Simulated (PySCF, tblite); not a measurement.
# C₅H₃F₂OS₂−: dynamics, then NMR shifts on frames

Aim: move C₅H₃F₂OS₂− (`FC(F)Oc1ccsc1[S-]`) away from its starting geometry and see how NMR shifts follow the geometry.

Computed with tblite 0.8.0 and PySCF 2.14.0, with density-fitted response routines of our own, on a single molecule in the gas phase. Atoms are numbered from 0 throughout.

### 1 The starting structure

13 atoms, charge -1, multiplicity 1; geometry from: GFN2-xTB.

Bonds of the start (Å): F0–C1 1.39, C1–F2 1.36, C1–O3 1.33, O3–C4 1.42, C4–C5 1.41, C5–C6 1.36, C6–S7 1.73, S7–C8 1.78, C8–S9 1.68, C8–C4 1.38, C1–H10 1.10, C5–H11 1.08, C6–H12 1.07.

### 2 Thermal motion with GFN2-xTB

What the job is given:

```
{"job": {"kind": "md", "xc": "GFN2-xTB", "basis": "xTB", "temperature": 400, "steps": 2000, "every": 50, "frames": 5}, "charge": -1, "multiplicity": 1}
F      2.630002    -0.541575    -0.836570
C      2.044819    -0.366008     0.406446
F      2.902775    -0.993486     1.247441
O      0.857262    -0.966229     0.472976
C     -0.271106    -0.180585     0.135070
C     -1.269557    -0.746331    -0.683143
C     -2.323907     0.080886    -0.886643
S     -2.099951     1.600560    -0.081751
C     -0.524630     1.101610     0.578785
S      0.399002     2.124212     1.543287
H      2.052736     0.713781     0.625098
H     -1.183995    -1.740904    -1.085570
H     -3.217839    -0.085444    -1.453153
```

Method: GFN2-xTB Langevin dynamics, gas phase.

The run is started by

```bash
$ OMP_NUM_THREADS=1 python probes_run.py task.json out
```

This one command runs all jobs of the session in turn.

The program printed:

```text
t/fs     T/K      E/eV
    0.0   333.4   -884.55278
   25.0   241.4   -884.08818
   50.0   289.5   -883.97526
   75.0   351.9   -884.14806
  100.0   308.5   -884.10568
  125.0   246.8   -883.92345
  150.0   212.8   -884.04016
  175.0   305.4   -884.08401
  200.0   282.1   -884.18555
  225.0   287.1   -884.12177
  250.0   330.4   -884.01892
  275.0   458.2   -884.21694
  300.0   360.7   -884.04036
  325.0   490.5   -884.17165
  350.0   560.4   -884.20596
  375.0   331.5   -883.84563
  400.0   418.8   -883.90872
  425.0   488.5   -884.04685
  450.0   553.6   -884.01735
  475.0   567.2   -884.02032
  500.0   478.8   -884.00924
  525.0   383.5   -883.84340
  550.0   295.3   -883.71523
  575.0   366.1   -883.97208
  600.0   426.9   -884.08779
  625.0   363.6   -884.12158
  650.0   285.3   -884.05803
  675.0   319.9   -883.89868
  700.0   417.6   -883.80114
  725.0   455.4   -883.78841
  750.0   349.6   -883.81930
  775.0   317.5   -883.56786
  800.0   426.6   -883.79291
  825.0   421.1   -883.95803
  850.0   390.4   -883.86431
  875.0   475.8   -883.94213
  900.0   372.6   -883.80067
  925.0   461.7   -883.85252
  950.0   421.9   -884.04388
  975.0   383.0   -883.97145
 1000.0   431.4   -884.01360
```

It took 18 s on 1 thread of Intel Xeon Platinum 8488C, shared host; peak memory 0.18 GiB.

Distance from the start (root mean square after alignment): 0 fs 0.00 Å, 200 fs 0.14 Å, 400 fs 0.23 Å, 600 fs 0.25 Å, 800 fs 0.42 Å, 1000 fs 0.11 Å.

Positions (Å) and forces (eV/Å) at 1000 fs:

```xyz
13

F     2.042   -0.792    0.100    1.161   -0.124   -2.252
C     1.271   -1.015    1.152    0.308    0.356    1.380
F     2.015   -1.935    1.867   -0.187    0.468    0.158
O     0.133   -1.614    0.842   -0.532    0.489    0.142
C    -1.040   -0.816    0.728    0.833    0.005    0.284
C    -1.920   -1.127   -0.280   -2.743    0.419   -1.003
C    -3.116   -0.425   -0.241    0.224    1.296    0.415
S    -2.949    0.821    1.019   -0.792   -0.036   -0.395
C    -1.403    0.255    1.535    1.040   -0.671    0.566
S    -0.507    0.780    2.881   -0.502    0.302   -0.175
H     1.324    0.019    1.613   -0.799   -1.108    0.554
H    -1.870   -1.887   -1.016    0.627   -0.634   -0.244
H    -4.005   -0.224   -0.890    1.365   -0.762    0.572
```

### 3 NMR shieldings: 250 fs, PBE0/pcSseg-1

What the job is given:

```
{"job": {"kind": "nmr", "xc": "PBE0", "basis": "pcSseg-1", "pop": false}, "charge": -1, "multiplicity": 1}
F      2.275200    -0.582800    -0.502000
C      1.791700    -0.352800     0.771300
F      2.620100    -1.140400     1.502000
O      0.590400    -1.003900     0.888500
C     -0.478100    -0.293800     0.296300
C     -1.360100    -0.932600    -0.604600
C     -2.300400    -0.080100    -1.029100
S     -2.336200     1.456700    -0.145700
C     -0.790300     1.000600     0.588900
S     -0.017800     2.067800     1.660500
H      1.798700     0.652500     1.251200
H     -1.259600    -1.887200    -1.137100
H     -3.167700    -0.414700    -1.520300
```

With the program's defaults for keys left out, this is: GIAO PBE0/pcSseg-1 NMR shielding, non-relativistic, gas phase.

The program printed:

```text
coarse grid: 13800 points
cycle   1  E = -1262.5600414943  dE =  1.844e+00  |g| = 9.076e-01  |ddm| = 3.865e+00
cycle   2  E = -1262.4202774602  dE =  1.398e-01  |g| = 1.300e+00  |ddm| = 1.970e+00
cycle   3  E = -1262.7227823941  dE = -3.025e-01  |g| = 1.006e-01  |ddm| = 1.181e+00
cycle   4  E = -1262.7242683824  dE = -1.486e-03  |g| = 6.525e-02  |ddm| = 2.215e-01
cycle   5  E = -1262.7253208121  dE = -1.052e-03  |g| = 1.733e-02  |ddm| = 1.094e-01
cycle   6  E = -1262.7253987380  dE = -7.793e-05  |g| = 3.939e-03  |ddm| = 2.934e-02
cycle   7  E = -1262.7254010549  dE = -2.317e-06  |g| = 2.450e-03  |ddm| = 7.933e-03
final grid: 130064 points
cycle   8  E = -1262.8136928189  dE = -2.238e-05  |g| = 1.423e-02  |ddm| = 3.599e-02
cycle   9  E = -1262.8136161850  dE =  7.663e-05  |g| = 2.360e-02  |ddm| = 3.620e-02
cycle  10  E = -1262.8137329027  dE = -1.167e-04  |g| = 1.845e-03  |ddm| = 2.581e-02
cycle  11  E = -1262.8137336615  dE = -7.589e-07  |g| = 5.595e-04  |ddm| = 2.878e-03
cycle  12  E = -1262.8137337350  dE = -7.351e-08  |g| = 1.812e-04  |ddm| = 7.938e-04
cycle  13  E = -1262.8137337429  dE = -7.827e-09  |g| = 6.272e-05  |ddm| = 2.778e-04
cycle  14  E = -1262.8137337437  dE = -8.163e-10  |g| = 1.139e-05  |ddm| = 7.675e-05
converged SCF energy = -1262.8137337437

GIAO shielding tensors (ppm)
atom      isotropic    diamagn.    paramagn.     s11        s22        s33       span
  0 F      259.586     475.130    -215.543    170.763    236.998    370.997    200.233
  1 C       63.317     235.703    -172.386     44.659     60.380     84.913     40.253
  2 F      278.506     469.344    -190.837    175.843    302.710    356.965    181.122
  3 O      176.557     399.789    -223.232    105.616    189.267    234.788    129.172
  4 C       43.883     247.440    -203.557    -20.581     60.305     91.926    112.507
  5 C       56.934     252.091    -195.156    -35.276     65.040    141.039    176.315
  6 C       71.546     256.699    -185.153     -7.518     79.363    142.792    150.310
  7 S      266.978    1056.029    -789.051     10.821    345.405    444.708    433.887
  8 C       16.159     257.230    -241.071    -58.886      6.897    100.467    159.354
  9 S      488.191    1056.593    -568.402    316.514    452.844    695.214    378.700
 10 H       19.771      25.425      -5.654     10.627     18.628     30.057     19.430
 11 H       24.882      30.785      -5.903     22.603     24.669     27.373      4.770
 12 H       27.044      31.135      -4.091     24.165     26.492     30.476      6.311
```

Run time: 37 s. Hardware: 1 thread of Intel Xeon Platinum 8488C, shared host; peak memory 0.86 GiB.

The references, computed at this level on geometries of the same kind, shield at (ppm): 1H TMS 31.72, 13C TMS 186.9, 19F CFCl3 170.9, 17O H2O 336.1, 33S CS2 504. Their shielding less the atom's gives the shift. The references are single molecules in the gas phase, so shifts against H2O, NH3, PH3, H3PO4 or CFCl3 are not on the usual liquid scales and can be off by tens of ppm. Each atom is listed at this fixed geometry, with no averaging over motion; a spectrum would average atoms that exchange fast.

```csv
atoms,environment,σ (ppm),δ (ppm)
C8,aromatic carbon bearing sulfur,16.2,170.8
C4,aromatic carbon bearing oxygen,43.9,143.0
C5,aromatic CH,56.9,130.0
C1,sp3 CH bonded to 2 F and O,63.3,123.6
C6,aromatic CH next to the ring sulfur,71.5,115.4
H10,hydrogen on an sp3 CH bonded to 2 F and O,19.77,11.95
H11,hydrogen on an aromatic CH,24.88,6.83
H12,hydrogen on an aromatic CH next to the ring sulfur,27.04,4.67
F0,fluorine of a CF2 group,259.6,-88.6
F2,fluorine of a CF2 group,278.5,-107.6
O3,ether oxygen,176.6,159.5
S7,aromatic ring sulfur,267,237
S9,sulfur bonded to C,488,16
```

Ring of atoms C4, C5, C6, S7, C8: NICS(0) -10.4, NICS(1) -7.8, NICS(1)zz -15.0 ppm (means of both faces).

### 4 Shielding tensors: 425 fs, PBE0/pcSseg-1

What the job is given:

```
{"job": {"kind": "nmr", "xc": "PBE0", "basis": "pcSseg-1", "pop": false}, "charge": -1, "multiplicity": 1}
F      2.239100    -1.111500     0.075400
C      1.565800    -0.557800     1.084200
F      2.326300    -0.639400     2.216100
O      0.462700    -1.252500     1.221100
C     -0.758800    -0.683500     0.625200
C     -1.406700    -1.393600    -0.390300
C     -2.408700    -0.667400    -0.952900
S     -2.620800     0.915200    -0.154700
C     -1.188500     0.658300     0.923300
S     -0.727500     1.876800     1.943300
H      1.419500     0.489900     0.727600
H     -1.094700    -2.388900    -0.668900
H     -2.901600    -0.809200    -1.896300
```

With the program's defaults for keys left out, this is: GIAO PBE0/pcSseg-1 NMR shielding, non-relativistic, gas phase.

The program printed:

```text
coarse grid: 13800 points
cycle   1  E = -1262.5752982601  dE =  1.756e+00  |g| = 8.790e-01  |ddm| = 3.838e+00
cycle   2  E = -1262.4557073914  dE =  1.196e-01  |g| = 1.214e+00  |ddm| = 1.865e+00
cycle   3  E = -1262.7215134743  dE = -2.658e-01  |g| = 1.422e-01  |ddm| = 1.258e+00
cycle   4  E = -1262.7257275344  dE = -4.214e-03  |g| = 7.241e-02  |ddm| = 3.198e-01
cycle   5  E = -1262.7271331808  dE = -1.406e-03  |g| = 1.998e-02  |ddm| = 1.293e-01
cycle   6  E = -1262.7272348214  dE = -1.016e-04  |g| = 7.481e-03  |ddm| = 3.535e-02
cycle   7  E = -1262.7272472896  dE = -1.247e-05  |g| = 2.924e-03  |ddm| = 1.072e-02
cycle   8  E = -1262.7272492427  dE = -1.953e-06  |g| = 7.046e-04  |ddm| = 3.360e-03
final grid: 130064 points
cycle   9  E = -1262.8165895995  dE = -3.204e-05  |g| = 1.248e-02  |ddm| = 3.171e-02
cycle  10  E = -1262.8165281423  dE =  6.146e-05  |g| = 2.024e-02  |ddm| = 3.342e-02
cycle  11  E = -1262.8166217820  dE = -9.364e-05  |g| = 1.761e-03  |ddm| = 2.508e-02
cycle  12  E = -1262.8166226046  dE = -8.225e-07  |g| = 4.956e-04  |ddm| = 3.213e-03
cycle  13  E = -1262.8166226547  dE = -5.009e-08  |g| = 1.748e-04  |ddm| = 6.527e-04
cycle  14  E = -1262.8166226607  dE = -6.033e-09  |g| = 7.828e-05  |ddm| = 2.721e-04
cycle  15  E = -1262.8166226622  dE = -1.478e-09  |g| = 1.987e-05  |ddm| = 9.176e-05
cycle  16  E = -1262.8166226622  dE = -8.822e-11  |g| = 7.002e-06  |ddm| = 2.920e-05
converged SCF energy = -1262.8166226622

GIAO shielding tensors (ppm)
atom      isotropic    diamagn.    paramagn.     s11        s22        s33       span
  0 F      273.637     476.066    -202.429    185.646    289.962    345.304    159.658
  1 C       65.386     248.308    -182.923     46.070     69.087     81.000     34.930
  2 F      275.488     469.823    -194.335    181.266    278.616    366.581    185.315
  3 O      193.529     400.427    -206.898    153.343    192.004    235.240     81.897
  4 C       28.527     249.954    -221.427    -33.401     42.923     76.058    109.459
  5 C       61.150     251.616    -190.465    -22.811     60.424    145.837    168.649
  6 C       76.255     261.311    -185.056      6.618     76.636    145.511    138.893
  7 S      210.590    1056.198    -845.608    -83.116    311.996    402.889    486.005
  8 C        2.634     257.586    -254.951    -75.572     -9.055     92.530    168.103
  9 S      456.515    1056.858    -600.343    237.879    355.544    776.121    538.242
 10 H       24.312      29.324      -5.013     19.632     24.101     29.203      9.571
 11 H       25.110      31.583      -6.473     22.900     25.547     26.884      3.984
 12 H       26.445      31.669      -5.224     23.438     25.291     30.606      7.168
```

Wall time 38 s (1 thread of Intel Xeon Platinum 8488C, shared host); peak memory 0.89 GiB.

In short: δ C8 184.3, C4 158.4, C5 125.8, C1 121.5, H10 7.41, H11 6.61 ppm.

[end of part 1 of 2]
